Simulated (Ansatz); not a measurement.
# H₆OSSi₂: small, medium and large basis sets

An exercise on one series of results from a longer session: the logs are not shown, and one member is left open.

Computed with Ansatz 0.2.0, Gaussian basis. Level: one geometry, several basis sets.

The runs, in order: PBE0-D4/def2-SVP; ωB97M-V/def2-SVP; PBE0-D4/def2-QZVPP; ωB97M-V/def2-QZVPP; the functionals' def2-TZVPP values are taken from earlier runs.

### The geometry

An earlier PBE0-D4 in a triple-zeta def2 set relaxation fixed the geometry.

SMILES `O[SiH2][SiH2]S`, 10 atoms, charge 0, spin multiplicity 1.

Atoms are counted from 1 here; the program's logs count them from 0.

Bond lengths: O1–Si2 1.650 Å, O1–H5 0.962 Å, Si2–Si3 2.345 Å, Si2–H6 1.484 Å, Si2–H7 1.492 Å, Si3–S4 2.160 Å, Si3–H8 1.486 Å, Si3–H9 1.488 Å, S4–H10 1.345 Å. Angles: Si2–O1–H5 114.8°, O1–Si2–Si3 106.5°, O1–Si2–H6 107.5°, O1–Si2–H7 111.8°, Si3–Si2–H6 114.3°, Si3–Si2–H7 108.3°, H6–Si2–H7 108.4°, Si2–Si3–S4 104.3°, Si2–Si3–H8 112.9°, Si2–Si3–H9 115.3°, S4–Si3–H8 103.3°, S4–Si3–H9 111.2°, H8–Si3–H9 109.1°, Si3–S4–H10 94.9°.

Coordinates:

| atom | x (Å) | y (Å) | z (Å) |
| --- | --- | --- | --- |
| O1 | -1.75597 | 0.67169 | -0.83002 |
| Si2 | -0.89392 | 0.76444 | 0.57412 |
| Si3 | 0.72354 | -0.93017 | 0.47618 |
| S4 | 1.41005 | -0.89640 | -1.57192 |
| H5 | -1.25803 | 0.35491 | -1.58966 |
| H6 | -1.85388 | 0.62917 | 1.69785 |
| H7 | -0.19273 | 2.07508 | 0.70814 |
| H8 | 0.14360 | -2.29065 | 0.61887 |
| H9 | 1.85858 | -0.78254 | 1.42663 |
| H10 | 1.90197 | 0.35328 | -1.50720 |

Set-up of the first run:

in.yaml

```yaml
crystal:
  periodic: [false, false, false]
  atoms:
    - {symbol: O, position_ang: [-1.755969, 0.671687, -0.830019]}
    - {symbol: Si, position_ang: [-0.893922, 0.764436, 0.574115]}
    - {symbol: Si, position_ang: [0.723540, -0.930175, 0.476184]}
    - {symbol: S, position_ang: [1.410046, -0.896398, -1.571922]}
    - {symbol: H, position_ang: [-1.258027, 0.354912, -1.589658]}
    - {symbol: H, position_ang: [-1.853881, 0.629170, 1.697850]}
    - {symbol: H, position_ang: [-0.192728, 2.075076, 0.708141]}
    - {symbol: H, position_ang: [0.143595, -2.290648, 0.618871]}
    - {symbol: H, position_ang: [1.858576, -0.782540, 1.426632]}
    - {symbol: H, position_ang: [1.901970, 0.353279, -1.507195]}
basis:
  gaussian: {orbitals: def2-SVP}
hamiltonian: {xc: pbe0, dispersion: d4}
output: {orbitals: {seedname: orbitals}}
```

On the command line:

```bash
ansatz run in.yaml --threads 2 --pin off --events-out ev --progress --plain --max-ram 4352MiB
```

Steps of the session up to this table: PBE0-D4 in def2-SVP; ωB97M-V in def2-SVP; PBE0-D4 in def2-QZVPP; ωB97M-V in def2-QZVPP.

One table of the session follows, with a row left open; its other results are not shown here.

It belongs to the step «Functionals by basis». 

```
functional       basis  HOMO (eV)
   PBE0-D4    def2-SVP      -7.34
   PBE0-D4  def2-TZVPP      -7.41
   PBE0-D4  def2-QZVPP      -7.43
   ωB97M-V    def2-SVP      -9.37
   ωB97M-V  def2-TZVPP      -9.48
   ωB97M-V  def2-QZVPP          ?
```

**Question.** Estimate the row for ωB97M-V, def2-QZVPP.

The run gave: HOMO (eV): -9.50. In the column «HOMO (eV)» it is the lowest.
